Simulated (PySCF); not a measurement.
# [CeH4]−: other functionals and bases at one geometry

Aim: see how levels, charges and forces of [CeH4]− depend on the level of theory. The species was built from a template and needn't be a known compound.

Computed with PySCF 2.14.0. Level: several levels, as the steps say, no spin–orbit coupling.

1 further run of the same task is left out (for a known fault of the program).

## Step 1: Starting geometry

5 atoms, charge -1, spin multiplicity 1.

Bond lengths: Ce1–H2 2.200 Å, Ce1–H3 2.200 Å, Ce1–H4 2.200 Å, Ce1–H5 2.200 Å. Angles: H2–Ce1–H3 109.5°, H2–Ce1–H4 109.5°, H2–Ce1–H5 109.5°, H3–Ce1–H4 109.5°, H3–Ce1–H5 109.5°, H4–Ce1–H5 109.5°.

Geometry (Å):

| atom | x (Å) | y (Å) | z (Å) |
| --- | --- | --- | --- |
| Ce1 | 0.0000 | 0.0000 | 0.0000 |
| H2 | 1.2700 | 1.2700 | 1.2700 |
| H3 | -1.2700 | -1.2700 | 1.2700 |
| H4 | 1.2700 | -1.2700 | -1.2700 |
| H5 | -1.2700 | 1.2700 | -1.2700 |

Formal oxidation states: Ce +3. Each metal's 1 4f electrons lie in its core potential, so multiplicities, spins and levels count the valence alone. An earlier session relaxed this geometry at PBE0, Ce lcecp-1-SVP with ECP47, H def2-SVP (singlet, point group Td).

At PBE0 on the finer grid: E = -34.576539 Eh, HOMO -2.14 eV, LUMO 3.55 eV, Mulliken charge on Ce1 +0.32 e, largest force component 0.001 eV/Å. 

Levels to run: TPSSh; r2SCAN; PBE0, TZVP. Hardware: 2 threads of Arm Neoverse V1, shared host.

## Step 2: TPSSh

File run.py (the lines that set the calculation):

```python
mol = gto.M(atom='''
Ce     0.00000     0.00000     0.00000
H      1.27003     1.27003     1.27003
H     -1.27003    -1.27003     1.27003
H      1.27003    -1.27003    -1.27003
H     -1.27003     1.27003    -1.27003''',
    basis={'Ce': 'lcecp-1-SVP', 'H': 'def2-SVP'},
    ecp={'Ce': 'lcecp-1-SVP'},
    charge=-1, spin=0)
mf = dft.RKS(mol, xc='TPSSH')
mf.grids.atom_grid = (75, 302)  # f atoms: unpruned, at least (60, 302)
mf = mf.density_fit()  # fitting sets: Ce AutoAux, H def2-universal-JKFIT
mf.conv_tol = 1e-08; mf.max_cycle = 55
mf.kernel(dm0)  # dm0: the density of the relaxed state
```

On the command line:

```console
$ OMP_NUM_THREADS=2 python run.py
```

The program printed:

```text
init E= -34.6054023951153
  HOMO = -0.0623704523922805  LUMO = 0.120011875206053  gap/eV = 4.96288
cycle= 1 E= -34.605851552114  delta_E= -0.000449  |g|= 0.0116  |ddm|= 0.137
  HOMO = -0.0590271700634314  LUMO = 0.119742495934513  gap/eV = 4.86457
cycle= 2 E= -34.6058775308086  delta_E= -2.6e-05  |g|= 0.00977  |ddm|= 0.0419
  HOMO = -0.0591419733464851  LUMO = 0.121199351571387  gap/eV = 4.90734
cycle= 3 E= -34.6059274929924  delta_E= -5e-05  |g|= 0.00102  |ddm|= 0.0256
  HOMO = -0.0595517423530668  LUMO = 0.120803012103163  gap/eV = 4.90770
cycle= 4 E= -34.6059280728632  delta_E= -5.8e-07  |g|= 6.61e-05  |ddm|= 0.00333
  HOMO = -0.0595176150804962  LUMO = 0.120837751196694  gap/eV = 4.90772
cycle= 5 E= -34.6059280755673  delta_E= -2.7e-09  |g|= 7.14e-06  |ddm|= 0.000288
  HOMO = -0.0595189421762911  LUMO = 0.120835098112082  gap/eV = 4.90768
Extra cycle  E= -34.6059280755728  delta_E= -5.42e-12  |g|= 6.77e-06  |ddm|= 2.88e-05
converged SCF energy = -34.6059280755728
```

It took 1.9 s on 2 threads of Arm Neoverse V1, shared host.

Result: E = -34.605928 Eh, HOMO -1.62 eV, LUMO 3.29 eV, Mulliken charge on Ce1 +0.48 e, largest force component 0.020 eV/Å. 

## Step 3: r2SCAN

run.py (the lines that set the calculation): that of step 2 with these lines changed.

```diff
@@ -9,3 +9,3 @@
     charge=-1, spin=0)
-mf = dft.RKS(mol, xc='TPSSH')
+mf = dft.RKS(mol, xc='R2SCAN')
 mf.grids.atom_grid = (75, 302)  # f atoms: unpruned, at least (60, 302)
```

On the command line:

```console
$ OMP_NUM_THREADS=2 python run.py
```

The program printed:

```text
init E= -34.5968262233398
  HOMO = -0.0471367507026776  LUMO = 0.109349523052956  gap/eV = 4.25821
cycle= 1 E= -34.5973125601415  delta_E= -0.000486  |g|= 0.0061  |ddm|= 0.0783
  HOMO = -0.0444994185056605  LUMO = 0.112354966995358  gap/eV = 4.26823
cycle= 2 E= -34.5973178885815  delta_E= -5.33e-06  |g|= 0.0052  |ddm|= 0.0346
  HOMO = -0.0454638511674056  LUMO = 0.110903233228203  gap/eV = 4.25497
cycle= 3 E= -34.5973318579319  delta_E= -1.4e-05  |g|= 0.000936  |ddm|= 0.0155
  HOMO = -0.045592239256547  LUMO = 0.110910085985889  gap/eV = 4.25865
cycle= 4 E= -34.5973323266359  delta_E= -4.69e-07  |g|= 7.15e-05  |ddm|= 0.00183
  HOMO = -0.0455890286273488  LUMO = 0.110918540084875  gap/eV = 4.25879
cycle= 5 E= -34.5973323297512  delta_E= -3.12e-09  |g|= 9.22e-06  |ddm|= 0.0003
  HOMO = -0.0455954265491403  LUMO = 0.110912090401322  gap/eV = 4.25879
Extra cycle  E= -34.5973323297786  delta_E= -2.74e-11  |g|= 5.47e-06  |ddm|= 3.47e-05
converged SCF energy = -34.5973323297786
```

Wall time 2 s (2 threads of Arm Neoverse V1, shared host).

Read off: E = -34.597332 Eh, HOMO -1.24 eV, LUMO 3.02 eV, Mulliken charge on Ce1 +0.31 e, largest force component 0.021 eV/Å. 

## Step 4: PBE0, TZVP

Basis: Ce lcecp-1-TZVP with ECP47, H def2-TZVP. 

File run.py (the lines that set the calculation):

```python
mol = gto.M(atom='''
Ce     0.00000     0.00000     0.00000
H      1.27003     1.27003     1.27003
H     -1.27003    -1.27003     1.27003
H      1.27003    -1.27003    -1.27003
H     -1.27003     1.27003    -1.27003''',
    basis={'Ce': 'lcecp-1-TZVP', 'H': 'def2-TZVP'},
    ecp={'Ce': 'lcecp-1-TZVP'},
    charge=-1, spin=0)
mf = dft.RKS(mol, xc='PBE0')
mf.grids.atom_grid = (75, 302)  # f atoms: unpruned, at least (60, 302)
mf = mf.density_fit()  # fitting sets: Ce AutoAux, H def2-universal-JKFIT
mf.conv_tol = 1e-08; mf.max_cycle = 55
mf.kernel(dm0)  # dm0: free metal ions and neutral atoms
```

On the command line:

```console
$ OMP_NUM_THREADS=2 python run.py
```

The program printed:

```text
init E= -34.136705283315
  HOMO = -0.0070520998448925  LUMO = 0.149609465957056  gap/eV = 4.26298
cycle= 1 E= -34.5730815602758  delta_E= -0.436  |g|= 0.119  |ddm|= 1.58
  HOMO = -0.105750731377801  LUMO = 0.101845594527442  gap/eV = 5.64898
cycle= 2 E= -34.5803617883379  delta_E= -0.00728  |g|= 0.0701  |ddm|= 0.53
  HOMO = -0.0828757791440869  LUMO = 0.12934889483294  gap/eV = 5.77493
cycle= 3 E= -34.5825854034239  delta_E= -0.00222  |g|= 0.014  |ddm|= 0.209
  HOMO = -0.0803596746308749  LUMO = 0.129430181727623  gap/eV = 5.70867
cycle= 4 E= -34.5826677775729  delta_E= -8.24e-05  |g|= 0.0012  |ddm|= 0.0272
  HOMO = -0.0801327472055718  LUMO = 0.129895790059599  gap/eV = 5.71517
cycle= 5 E= -34.5826686807425  delta_E= -9.03e-07  |g|= 8.64e-05  |ddm|= 0.00576
  HOMO = -0.0801380851407601  LUMO = 0.12987738862763  gap/eV = 5.71481
cycle= 6 E= -34.5826686847873  delta_E= -4.04e-09  |g|= 7.09e-06  |ddm|= 0.000289
  HOMO = -0.0801361741051015  LUMO = 0.129881106048438  gap/eV = 5.71486
Extra cycle  E= -34.5826686848015  delta_E= -1.42e-11  |g|= 5.73e-06  |ddm|= 3.95e-05
converged SCF energy = -34.5826686848015
```

Wall time 3.4 s (2 threads of Arm Neoverse V1, shared host).

It gives: E = -34.582669 Eh, HOMO -2.18 eV, LUMO 3.53 eV, Mulliken charge on Ce1 +0.58 e, largest force component 0.002 eV/Å. 

## Step 5: Results

| level | state | HOMO (eV) | gap (eV) | charge on Ce1 (e) | dipole (D) | largest force (eV/Å) | basis functions | time |
| --- | --- | --- | --- | --- | --- | --- | --- | --- |
| PBE0 (relaxed here) | singlet | -2.14 | 5.69 | 0.32 | 0.00 | 0.00 | 53 | 2.7 s |
| TPSSh | singlet | -1.62 | 4.91 | 0.48 | 0.00 | 0.02 | 53 | 1.9 s |
| r2SCAN | singlet | -1.24 | 4.26 | 0.31 | 0.00 | 0.02 | 53 | 2 s |
| PBE0, TZVP | singlet | -2.18 | 5.71 | 0.58 | 0.00 | 0.00 | 71 | 3.4 s |

Times are on 2 threads of Arm Neoverse V1, shared host; the first row also made further properties. The dipole of a charged species depends on the origin, so these sizes hold for this origin alone.

In one basis the HOMO–LUMO gap runs from 4.26 eV (r2SCAN) to 5.69 eV (PBE0). The largest leftover force, 0.02 eV/Å with r2SCAN, stands at a geometry relaxed at another level. The Mulliken charge on Ce spans +0.31 to +0.58 e over the levels. With 4f in the core, its levels are missing from HOMO and gap. Total energies of different levels can't be compared. Spin–orbit coupling is left out throughout.
